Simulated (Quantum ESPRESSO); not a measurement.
Input of a Quantum ESPRESSO 7.5 run:

pw.in

```
&CONTROL
  calculation = 'vc-relax'
  prefix = 'pwscf'
  outdir = './tmp'
  pseudo_dir = './pseudo'
  tprnfor = .true.
  tstress = .true.
  disk_io = 'low'
  nstep = 40
  forc_conv_thr = 0.0004
  etot_conv_thr = 1d-05
/
&SYSTEM
  ibrav = 0
  nat = 2
  ntyp = 2
  ecutwfc = 52
  ecutrho = 414
  nbnd = 13
  occupations = 'smearing'
  smearing = 'fd'
  degauss = 0.00367493
/
&ELECTRONS
  conv_thr = 4d-10
  electron_maxstep = 120
  mixing_beta = 0.5
/
&IONS
  ion_dynamics = 'bfgs'
/
&CELL
  cell_dynamics = 'bfgs'
  press = 50
  press_conv_thr = 0.3
/
ATOMIC_SPECIES
Hf   178.4900 hf_pbesol_v1.uspp.F.UPF
B     10.8100 b_pbesol_v1.4.uspp.F.UPF
CELL_PARAMETERS bohr
   0.0000000000    4.3652673479    4.3652673479
   4.3652673479    0.0000000000    4.3652673479
   4.3652673479    4.3652673479    0.0000000000
ATOMIC_POSITIONS bohr
Hf     4.3652673479    4.3652673479    4.3652673479
B      0.0000000000    0.0000000000    0.0000000000
K_POINTS automatic
10 10 10 0 0 0
```

Potentials or basis: GBRV 1.5 PBEsol.

The run is started by

```bash
$ OMP_NUM_THREADS=1 mpirun -n 2 pw.x -nk 2 -in pw.in > pw.out
```

Q: What does it give for the band gap on the k mesh?

A: None (metal or under the smearing width).

Q: Predict the relaxed cell.

A: a = 3.362 Å, b = 3.362 Å, c = 3.362 Å, α = 60.00°, β = 60.00°, γ = 60.00°.

Q: Estimate the relaxed volume.

A: 13.43 Å³/atom.

The path:
| step | energy change (eV) | largest force (eV/Å) | pressure (GPa) | volume (Å³) |
| --- | --- | --- | --- | --- |
| 1 | 0.0000 | 0.0000 | 25.06 | 24.65 |
| 2 | -0.2070 | 0.0000 | 2.14 | 27.26 |
| 3 | -0.1995 | 0.0000 | 4.67 | 26.91 |
| 4 | -0.1981 | 0.0000 | 5.01 | 26.86 |

Spin-orbit coupling is left out, which matters for the levels of Hf. Zero-point motion and thermal expansion aren't in these numbers.
